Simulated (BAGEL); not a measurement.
# CH3S2 (methyldithio radical): UHF/6-31G(d) (density fitting with qzvpp-jkfit, spherical functions)

What is the electronic atomisation energy of CH3S2 (methyldithio radical) at UHF/6-31G* (density fitting with qzvpp-jkfit, spherical functions)? 

The calculation is run with BAGEL 1.2.2.

11 further runs of the same task are left out: 11 set aside as unsound or not needed.

### Step 1. The structure to begin with

CH3S2: 6 atoms, total charge 0, spin state doublet. As SMILES, `CS[S]`. The coordinates come from a PBE0-D4/def2-TZVP relaxation.

Bond lengths: C1–S2 1.804 Å, S2–S3 1.944 Å, C1–H4 1.092 Å, C1–H5 1.089 Å, C1–H6 1.089 Å. Angles: C1–S2–S3 106.2°, S2–C1–H4 107.3°, S2–C1–H5 109.6°, S2–C1–H6 109.6°, H4–C1–H5 110.1°, H4–C1–H6 110.1°, H5–C1–H6 110.1°.

### Step 2. The energy at UHF/6-31G(d) (density fitting with qzvpp-jkfit, spherical functions)

Contents of input.json:

```json
{ "bagel": [

{
  "title": "molecule",
  "basis": "6-31gs.json",
  "df_basis": "qzvpp-jkfit",
  "angstrom": "true",
  "geometry": [
    { "atom": "C", "xyz": [   -0.338500,    0.445000,   -0.186900 ] },
    { "atom": "S", "xyz": [    0.027700,   -0.841400,    1.023300 ] },
    { "atom": "S", "xyz": [    1.608000,   -1.765400,    0.369700 ] },
    { "atom": "H", "xyz": [   -1.223700,    0.978400,    0.164800 ] },
    { "atom": "H", "xyz": [    0.505800,    1.129500,   -0.260400 ] },
    { "atom": "H", "xyz": [   -0.537100,   -0.010200,   -1.156500 ] }
  ]
},
{ "title": "uhf", "nopen": 1 },
{ "title": "print", "file": "orbitals.molden", "orbitals": "true" }

]}
```

The basis set 6-31G* is read from a file made from the Basis Set Exchange's data (not shown).

Started as:

```bash
$ BAGEL_NUM_THREADS=1 BAGEL input.json > input.out
```

Log:

```text
* using 1 threads per process

  ===============================================================
  ===============================================================

  *** Geometry ***

  { "atom" : "C", "xyz" : [     -0.639672,      0.840928,     -0.353190 ] },
  { "atom" : "S", "xyz" : [      0.052345,     -1.590016,      1.933757 ] },
  { "atom" : "S", "xyz" : [      3.038680,     -3.336123,      0.698632 ] },
  { "atom" : "H", "xyz" : [     -2.312458,      1.848908,      0.311427 ] },
  { "atom" : "H", "xyz" : [      0.955823,      2.134446,     -0.492085 ] },
  { "atom" : "H", "xyz" : [     -1.014972,     -0.019275,     -2.185468 ] },

  Number of auxiliary basis functions:      385

  Since a DF basis is specified, we compute 2- and 3-index integrals:
    o Being stored without compression. Storage requirement is 0.010 GB

  Number of basis functions:       56
  Number of electrons      :       41

    * METHOD: MOLECULE                             0.19

  *** Open-shell HF ***

  === Nuclear Repulsion ===
   142.5586837129

      * DIIS with orbital gradients will be used.

  === UHF iteration (6-31gs.json) ===
      0       -834.55294236          0.02449050           0.07
      1       -834.60602088          0.00958365           0.07
      2       -834.61569459          0.00441408           0.08
      3       -834.61877581          0.00148020           0.08
      4       -834.62007024          0.00081292           0.11
      5       -834.62067398          0.00066686           0.09
      6       -834.62147570          0.00021185           0.10
      7       -834.62154248          0.00006858           0.09
      8       -834.62154824          0.00002382           0.09
      9       -834.62154900          0.00000800           0.09
     10       -834.62154923          0.00000311           0.09
     11       -834.62154931          0.00000117           0.08
     12       -834.62154934          0.00000060           0.07
     13       -834.62154935          0.00000030           0.08
     14       -834.62154936          0.00000014           0.09
     15       -834.62154936          0.00000008           0.09
     16       -834.62154936          0.00000003           0.08
     17       -834.62154936          0.00000001           0.08
     18       -834.62154936          0.00000001           0.09
    * SCF iteration converged.

    * S^2 (UHF) is 0.7618

    * Permanent dipole moment:
           (    0.435255,    -0.708139,     0.395984) a.u.

    * METHOD: UHF                                  1.74

    * METHOD: PRINT                                0.02

  ===============================================================
```

Wall time 3.6 s (1 thread of Intel Xeon Platinum 8488C (Sapphire Rapids), shared host); peak memory 0.08 GiB.

### Step 3. The C atom

Contents of calc.json:

```json
{ "bagel": [

{
  "title": "molecule",
  "basis": "6-31gs.json",
  "df_basis": "qzvpp-jkfit",
  "angstrom": "true",
  "geometry": [
    { "atom": "C", "xyz": [    0.000000,    0.000000,    0.000000 ] }
  ]
},
{
  "title": "uhf",
  "nopen": 2
},
{
  "title": "print",
  "file": "orbitals.molden",
  "orbitals": "true"
}

]}
```

The basis set 6-31G* is read from a file made from the Basis Set Exchange's data (not shown).

Run the same way, it converges to -37.68057 Eh (log not shown).

### Step 4. The H atom

Contents of input.json:

```json
{ "bagel" : [

{
  "title" : "molecule",
  "basis" : "6-31gs.json",
  "df_basis" : "qzvpp-jkfit",
  "angstrom" : true,
  "geometry" : [
    { "atom" : "H", "xyz" : [       0.000000,       0.000000,       0.000000 ] }
  ]
},

{
  "title" : "uhf",
  "nopen" : 1
},

{
  "title" : "print",
  "file" : "orbitals.molden",
  "orbitals" : true
}

]}
```

The basis set 6-31G* is read from a file made from the Basis Set Exchange's data (not shown).

Run the same way, it converges to -0.49823 Eh (log not shown).

### Step 5. The S atom

Contents of calc.json:

```json
{ "bagel" : [

{
  "title" : "molecule",
  "basis" : "6-31gs.json",
  "df_basis" : "qzvpp-jkfit",
  "angstrom" : true,
  "geometry" : [
    { "atom" : "S", "xyz" : [       0.000000,       0.000000,       0.000000 ] }
  ]
},

{ "title" : "uhf", "nopen" : 2 },

{ "title" : "print", "file" : "orbitals.molden", "orbitals" : true }

]}
```

The basis set 6-31G* is read from a file made from the Basis Set Exchange's data (not shown).

Run the same way, it converges to -397.47465 Eh (log not shown).

### Step 6. Outcome

Level: UHF/6-31G* (density fitting with qzvpp-jkfit, spherical functions).

```
                     quantity          value
       molecule: total energy  -834.62155 Eh
      molecule: dipole moment         2.34 D
               molecule: ⟨S²⟩          0.762
         C atom: total energy   -37.68057 Eh
        C atom: dipole moment         0.00 D
                 C atom: ⟨S²⟩          2.005
         H atom: total energy    -0.49823 Eh
        H atom: dipole moment         0.00 D
                 H atom: ⟨S²⟩          0.750
         S atom: total energy  -397.47465 Eh
        S atom: dipole moment         0.00 D
                 S atom: ⟨S²⟩          2.006
electronic atomisation energy      13.523 eV
```

In words: Taking the molecule apart into free atoms costs 13.52 eV (312 kcal/mol), before zero-point energy and without spin-orbit coupling. Hartree–Fock lacks the correlation of the bonding pairs, which as a rule makes this value much too low; in minimal bases other errors can mask that.
